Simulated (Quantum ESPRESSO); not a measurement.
# InF (R-3m) in Quantum ESPRESSO: equation of state with SOGGA

Aim: the equation of state of InF with SOGGA.

Program: Quantum ESPRESSO 7.5. These are calculated values, not measurements. Logs are shortened: lines on timing, memory, paths and dates and some standing lists are left out, and cuts for length are marked.

## 1. The crystal as given

It takes space group R-3m (No. 166, trigonal). Conventional cell: a = 3.083 Å, b = 3.083 Å, c = 14.971 Å, α = 90.00°, β = 90.00°, γ = 120.00°. In (site symmetry -3m) is surrounded by 6 F at 3.06 Å and 6 In at 3.08 Å. F (site symmetry -3m) is surrounded by 6 In at 3.06 Å and 6 F at 3.08 Å.

The cell was built by a generator and needn't be a form met in nature.

## 2. Equation of state, SOGGA

The input, run.py:

```python
import numpy as np
from ase.calculators.espresso import Espresso, EspressoProfile
from ase.io import read

atoms = read('InF.xyz')

input_data = {
    'control': {'calculation': 'scf', 'prefix': 'pwscf', 'outdir': './tmp', 'tprnfor': True, 'tstress': True, 'disk_io': 'nowf'},
    'system': {'ecutwfc': 70.0, 'nbnd': 16, 'input_dft': 'XC-000I-000I-150L-130L-000I-000I', 'occupations': 'smearing', 'smearing': 'gaussian', 'degauss': 0.00367493},
    'electrons': {'conv_thr': 4e-10, 'electron_maxstep': 120, 'mixing_beta': 0.5},
}
pseudopotentials = {'F': '09_F_7_1.5_1.5_pbe_n_v1.0.upf', 'In': '49_In_13_2.5_3.1_pbe_n_v1.0.upf'}
profile = EspressoProfile(command='pw.x', pseudo_dir='pseudo')
dft = Espresso(profile=profile, input_data=input_data, pseudopotentials=pseudopotentials, kpts=(8, 8, 8), koffset=(0, 0, 0))
atoms.calc = dft

from ase.eos import EquationOfState
from ase.units import GPa
cell, v, e = atoms.cell.copy(), [], []
for x in [0.94, 0.96, 0.98, 1.0, 1.02, 1.04, 1.06]:
    atoms.set_cell(cell * x ** (1 / 3), scale_atoms=True)
    v.append(atoms.get_volume() / len(atoms))
    e.append(atoms.get_potential_energy() / len(atoms))
    print(f'V {v[-1]:.6f} A^3/atom  E {e[-1]:.8f} eV/atom')
v0, e0, b0 = EquationOfState(v, e, eos='birchmurnaghan').fit()
print(f'V0 {v0:.5f} A^3/atom  E0 {e0:.6f} eV/atom  B0 {b0 / GPa:.2f} GPa')
```

The input, InF.xyz:

```xyz
2
Lattice="1.5415344900 0.8900053500 4.9902347500 -1.5415344900 0.8900053500 4.9902347500 0.0000000000 -1.7800107100 4.9902347500" Properties=species:S:1:pos:R:3 pbc="T T T"
In     0.0000000000     -0.0000000050      7.4853521250
F      0.0000000000      0.0000000000      0.0000000000
```

Potentials or basis: SPMS 1.0 PBE.

Run with:

```sh
$ OMP_NUM_THREADS=1 python run.py
```

Output:

```text
<dir> RuntimeWarning: invalid value encountered in power
  eta = (V0 / V)**(1 / 3)
<dir> OptimizeWarning: Covariance of the parameters could not be estimated
  popt, _pcov = curve_fit(self.func, self.v, self.e, p0)
<dir> UserWarning: The minimum volume of your fit is not in your volumes.  You may not have a minimum in your dataset!
  warnings.warn(
V 19.307051 A^3/atom  E -1166.16970637 eV/atom
V 19.717840 A^3/atom  E -1166.14705943 eV/atom
V 20.128628 A^3/atom  E -1166.12395064 eV/atom
V 20.539416 A^3/atom  E -1166.10056885 eV/atom
V 20.950205 A^3/atom  E -1166.07697236 eV/atom
V 21.360993 A^3/atom  E -1166.05314022 eV/atom
V 21.771781 A^3/atom  E -1166.02913930 eV/atom
V0 -16.86842 A^3/atom  E0 -1167.168178 eV/atom  B0 -4.12 GPa
```

espresso.pwi:

```text
&CONTROL
   calculation      = 'scf'
   tstress          = .true.
   tprnfor          = .true.
   outdir           = './tmp'
   prefix           = 'pwscf'
   disk_io          = 'nowf'
   pseudo_dir       = 'pseudo'
/
&SYSTEM
   nbnd             = 16
   ecutwfc          = 70.0
   occupations      = 'smearing'
   degauss          = 0.00367493
   smearing         = 'gaussian'
   input_dft        = 'XC-000I-000I-150L-130L-000I-000I'
   ntyp             = 2
   nat              = 2
   ibrav            = 0
/
&ELECTRONS
   electron_maxstep = 120
   conv_thr         = 4e-10
   mixing_beta      = 0.5
/
&IONS
/
&CELL
/
&FCP
/
&RISM
/
ATOMIC_SPECIES
In 114.818 49_In_13_2.5_3.1_pbe_n_v1.0.upf
F 18.998403163 09_F_7_1.5_1.5_pbe_n_v1.0.upf

K_POINTS automatic
8 8 8  0 0 0

CELL_PARAMETERS angstrom
1.57176833221009 0.90746086688437 5.08810733799692
-1.57176833221009 0.90746086688437 5.08810733799692
0.00000000000000 -1.81492174396487 5.08810733799692

ATOMIC_POSITIONS angstrom
In -0.0000000000 -0.0000000051 7.6321610070  
F 0.0000000000 0.0000000000 0.0000000000
```

espresso.pwo:

```text
This program is part of the open-source Quantum ESPRESSO suite
     for quantum simulation of materials; please cite
         "P. Giannozzi et al., J. Phys.:Condens. Matter 21 395502 (2009);
         "P. Giannozzi et al., J. Phys.:Condens. Matter 29 465901 (2017);
         "P. Giannozzi et al., J. Chem. Phys. 152 154105 (2020);
     in publications or presentations arising from this work. More details at

Warning: card &CELL ignored
Warning: card &FCP ignored
Warning: card &RISM ignored

     IMPORTANT: XC functional enforced from input :
     Exchange-correlation= XC-000I-000I-150L-130L-000I-000I
                           (   0   0 150 130   0   0   0)
     Any further DFT definition will be discarded
     Please, verify this is what you really want

     Message from routine setup:
     using ibrav=0 with symmetry is DISCOURAGED, use correct ibrav instead

     G-vector sticks info
     --------------------
     sticks:   dense  smooth     PW     G-vecs:    dense   smooth      PW
     Sum        1293    1293    409                23247    23247    4163

     Using Slab Decomposition

     bravais-lattice index     =            0
     lattice parameter (alat)  =      10.2085  a.u.
     unit-cell volume          =     293.8465 (a.u.)^3
     number of atoms/cell      =            2
     number of atomic types    =            2
     number of electrons       =        20.00
     number of Kohn-Sham states=           16
     kinetic-energy cutoff     =      70.0000  Ry
     charge density cutoff     =     280.0000  Ry
     scf convergence threshold =      4.0E-10
     mixing beta               =       0.5000
     number of iterations used =            8  plain     mixing
     Exchange-correlation= XC-000I-000I-150L-130L-000I-000I
                           (   0   0 150 130   0   0   0)

     celldm(1)=  10.208506  celldm(2)=   0.000000  celldm(3)=   0.000000
     celldm(4)=   0.000000  celldm(5)=   0.000000  celldm(6)=   0.000000

     crystal axes: (cart. coord. in units of alat)
               a(1) = (   0.290955   0.167983   0.941874 )
               a(2) = (  -0.290955   0.167983   0.941874 )
               a(3) = (   0.000000  -0.335965   0.941874 )

[... 43 lines left out ...]
        k(    2) = (   0.0000000  -0.2480414   0.0442380), wk =   0.0234375
        k(    3) = (   0.0000000  -0.4960828   0.0884761), wk =   0.0234375
        k(    4) = (   0.0000000  -0.7441242   0.1327141), wk =   0.0234375
        k(    5) = (  -0.0000000   0.9921656  -0.1769521), wk =   0.0117188
        k(    6) = (  -0.2148101  -0.1240207   0.0884761), wk =   0.0234375
[... 57 lines left out ...]
        k(   64) = (   1.5036710   0.6201035  -0.1769521), wk =   0.0234375
        k(   65) = (   0.0000000   0.0000000  -0.5308564), wk =   0.0039062

     Dense  grid:    23247 G-vectors     FFT dimensions: (  60,  60,  60)

     WARNING: libxc functional with ID  130 depends
      on external parameters: check the user_guide of
      QE if you need to modify them or to check their
      default values.

     Initial potential from superposition of free atoms

     starting charge      19.9961, renormalised to      20.0000
     Starting wfcs are   13 randomized atomic wfcs +    3 random wfcs

     Self-consistent Calculation

     iteration #  1     ecut=    70.00 Ry     beta= 0.50
     Davidson diagonalization with overlap
     ethr =  1.00E-02,  avg # of iterations =  4.8

     total energy              =    -171.26394907 Ry
     estimated scf accuracy    <       0.40314786 Ry
[... 78 lines left out ...]
     iteration # 13     ecut=    70.00 Ry     beta= 0.50
     Davidson diagonalization with overlap
     ethr =  3.67E-12,  avg # of iterations =  1.3

     End of self-consistent calculation

          k = 0.0000 0.0000 0.0000 (  2923 PWs)   bands (ev):

   -14.5736  -9.3239  -9.3239  -9.2557  -8.8815  -8.8815  -1.9063   2.4684
     4.7202   4.7202   8.5739  13.7603  17.9572  17.9572  19.1191  21.5268

          k = 0.0000-0.2480 0.0442 (  2902 PWs)   bands (ev):
[... 201 lines left out ...]
   -14.3669  -9.2801  -9.0856  -9.0602  -9.0205  -8.8510   3.0989   3.3240
     3.7474   4.6252   5.6941   7.7540  11.6550  14.7801  16.7184  20.2318

          k = 1.0741-0.1240-0.1770 (  2922 PWs)   bands (ev):

   -14.3658  -9.2814  -9.0942  -9.0596  -9.0163  -8.8522   2.8843   3.5614
     3.8618   5.0739   5.1008   7.7877  11.3661  15.5256  16.2788  20.0736

          k = 0.8592 0.4961-0.2212 (  2904 PWs)   bands (ev):
[... 106 lines left out ...]
   -14.5652  -9.3241  -9.3241  -9.2568  -8.8816  -8.8816  -2.2546   4.0952
     4.7267   4.7267   6.2411  17.4598  17.7939  17.7939  18.4862  19.3431

     the Fermi energy is     4.9712 ev

!    total energy              =    -171.40313702 Ry
     estimated scf accuracy    <          3.0E-11 Ry
     smearing contrib. (-TS)   =      -0.00004194 Ry
     internal energy E=F+TS    =    -171.40309508 Ry

     The total energy is F=E-TS. E is the sum of the following terms:
     one-electron contribution =     -52.33086188 Ry
     hartree contribution      =      39.18487676 Ry
     xc contribution           =     -44.96458279 Ry
     ewald contribution        =    -113.29252717 Ry

     convergence has been achieved in  13 iterations

     Forces acting on atoms (cartesian axes, Ry/au):

     atom    1 type  1   force =     0.00000000   -0.00000000   -0.00000000
     atom    2 type  2   force =    -0.00000000    0.00000000    0.00000000

     Total force =     0.000000     Total SCF correction =     0.000000

     Computing stress (Cartesian axis) and pressure

          total   stress  (Ry/bohr**3)                   (kbar)     P=      -97.91
  -0.00002088   0.00000000   0.00000000           -3.07        0.00        0.00
   0.00000000  -0.00002088  -0.00000000            0.00       -3.07       -0.00
   0.00000000  -0.00000000  -0.00195501            0.00       -0.00     -287.59

=------------------------------------------------------------------------------=
   JOB DONE.
=------------------------------------------------------------------------------=
```

Run time: 7 min. Hardware: 1 thread of AMD EPYC 7R13 (Zen 3), shared host; peak memory 0.13 GiB.

Results:

| Item | Value |
| --- | --- |
| Equilibrium volume | outside the volumes run |

Energy against volume, from the lowest point:
```tsv
volume (Å³/atom)	energy (meV/atom)
19.307	0.00
19.718	22.65
20.129	45.76
20.539	69.14
20.950	92.73
21.361	116.57
21.772	140.57
```

Caveat: the potentials were made for another functional, which shifts forces and pressure; SOGGA exchange is joined with the correlation of PBE here; the cutoff is too short for stress, so the log's stress isn't used.
